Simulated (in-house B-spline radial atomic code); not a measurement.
# Fe⁵⁺: Hartree-Fock with and without relativity

Aim: what relativity does to the energy, levels and radii of Fe⁵⁺.

Program: in-house B-spline radial atomic code version 1. Level of theory: Hartree-Fock averaged over the configuration, non-relativistic (point nucleus) and Dirac-Coulomb (finite nucleus); spherical all-electron atom at the radial basis limit. These are calculated values, not measurements, unless marked.

## Step 1: The system

| Property | Result |
| --- | --- |
| element | iron (Z = 26) |
| charge | +5 |
| electrons | 21 |
| configuration | [Ar] 3d3 |
| nucleus | point (non-relativistic run); Fermi, rms radius 3.738 fm (Dirac runs) |

The outer shells:

[Ar] 3d3
```
[Ar] core
3d [↑ ][↑ ][↑ ][  ][  ]
```

The boxes draw the filling by Hund's rule, which heavy ions in jj coupling don't follow; these runs average over all states of the configuration.

## Step 2: Non-relativistic run

Settings, as recorded:

```ini
Z = 26
electrons = 21.0
configuration = [Ar] 3d3
hamiltonian = nr
method = hf
spin_polarised = False
```

## Step 3: Dirac-Coulomb run

Settings, as recorded:

```ini
Z = 26
electrons = 21.0
configuration = [Ar] 3d3
hamiltonian = dirac
method = hf
spin_polarised = False
nucleus = fermi
rms_radius = 3.7377
mass_number = 56
atomic_mass = 55.934935537
speed_of_light = 137.035999084
```

## Step 4: Dirac-Coulomb run in the lowest jj configuration, 1s2 2s2 2p6 3s2 3p6 3d-3

In configurations, a minus sign after the shell means j = l − 1/2 and a plus sign j = l + 1/2; the count of electrons follows.

Changes to the settings of step 3:

```diff
@@ -2,3 +2,3 @@
 electrons = 21.0
-configuration = [Ar] 3d3
+configuration = 1s2 2s2 2p6 3s2 3p6 3d-3
 hamiltonian = dirac
```

How much does each shell's level and mean radius change with the Dirac Hamiltonian, and the total energy?

**Answer**, as computed:

Levels and radii; the Dirac values are averaged over j with the occupations as weights.

| shell | ε non-rel. (eV) | ε Dirac (eV) | <r> non-rel. (bohr) | <r> Dirac (bohr) | change of <r> (%) |
| --- | --- | --- | --- | --- | --- |
| 1s | -7200.40 | -7266.37 | 0.05912 | 0.05842 | -1.18 |
| 2s | -959.14 | -972.90 | 0.2683 | 0.2651 | -1.22 |
| 2p | -835.93 | -838.38 | 0.2359 | 0.2347 | -0.53 |
| 3s | -195.85 | -198.17 | 0.7906 | 0.7833 | -0.92 |
| 3p | -155.53 | -155.97 | 0.8170 | 0.8142 | -0.34 |
| 3d | -98.705 | -98.254 | 0.8604 | 0.8629 | +0.29 |

What this shows: The total energy moves by -9.1259 hartree, or -0.73 %, between the two Hamiltonians (nuclear size included). First-order perturbation theory (mass-velocity plus Darwin) gives -8.7022 hartree, which is 95 % of the full shift. 2s shrinks most on the average over j, by -1.22 %, while 3d expands by 0.29 %, being screened better by the contracted inner s and p shells. Spin-orbit coupling splits the 3d level by 0.206 eV and the 2p level by 12.673 eV. The lowest jj configuration lies 0.984 eV below the average over the whole configuration. Breit terms add 0.467 hartree and QED terms 0.312 hartree.
